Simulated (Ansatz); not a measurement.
# Cu2F3: the cost of one run

All numbers below are computed with Ansatz 0.2.0 (DFT, r2SCAN, no spin polarisation, plane waves, PAW).

**1. The cell**

Symmetry: C2/c, No. 15, monoclinic system. Conventional cell: a = 8.912 Å, b = 5.178 Å, c = 5.738 Å, α = 90.00°, β = 122.98°, γ = 90.00°. F (site symmetry 1) is surrounded by 4 Cu at 2.01 to 2.16 Å. Cu (site symmetry 1) is surrounded by 6 F at 1.99 to 2.16 Å. F (site symmetry 2) is surrounded by 4 Cu at 1.99 to 2.14 Å.

The coordinates stand in the input below.

The first density is read from a saved solution for the starting cell.

**2. Relaxing**

input.yaml

```yaml
crystal:
  lattice:
    - [3.42624986, 2.58919111, 2.84897522]
    - [3.42624986, -2.58919111, 2.84897522]
    - [4.10185078, 2.58919111, -2.84897522]
  atoms:
    - { symbol: F, position: [0.49, 0.562, 0.762] }
    - { symbol: F, position: [0.2, 0.248, 0.738] }
    - { symbol: F, position: [0.51, 0.438, 0.238] }
    - { symbol: F, position: [0.8, 0.752, 0.262] }
    - { symbol: Cu, position: [0.3073, 0.3359, 0.0466] }
    - { symbol: Cu, position: [0.7107, 0.1461, 0.4534] }
    - { symbol: Cu, position: [0.6927, 0.6641, 0.9534] }
    - { symbol: Cu, position: [0.2893, 0.8539, 0.5466] }
    - { symbol: F, position: [0.183, 0.067, 0.25] }
    - { symbol: F, position: [0.817, 0.933, 0.75] }
  symmetry: { tolerance: 0.0003 }
kpoints:
  mp_grid: { grid: [5, 5, 5], shift: [0, 0, 0] }
magnetization:
  spin_polarized: false
scf:
  occupations: { method: fermi_dirac, width: 0.0946 }
  lower_state_search: "off"
hamiltonian:
  pseudopotentials: { kind: paw }
  xc: r2scan
basis:
  ecutwfc: 500
  fft_grid_basis: typed
relax:
  max_steps: 40
  cell: { p_target: 0.0 }
output:
  forces: true
  stress: true
  eigenvalues: true
  bader: true
  populations: true
  elf: true
  write_potential: true
  volumetric_format: npy
  dos:
    e_range: [-12, 8]
    de: 0.05
    projected: { site_lists: { Cu: [Cu], F: [F] } }
  write_density: true
checkpoint:
  read: saved_state
```

On the command line:

```
$ ansatz run input.yaml --threads 2 --pin off --max-ram 2560MiB --backend cpu --events-out ev --progress --plain --runs-dir out
```

**Question.** How long does this run take on 2 threads of Arm Neoverse V1, shared host, and how much memory does it need?

About 9.6 min, with a peak of 0.93 GiB.
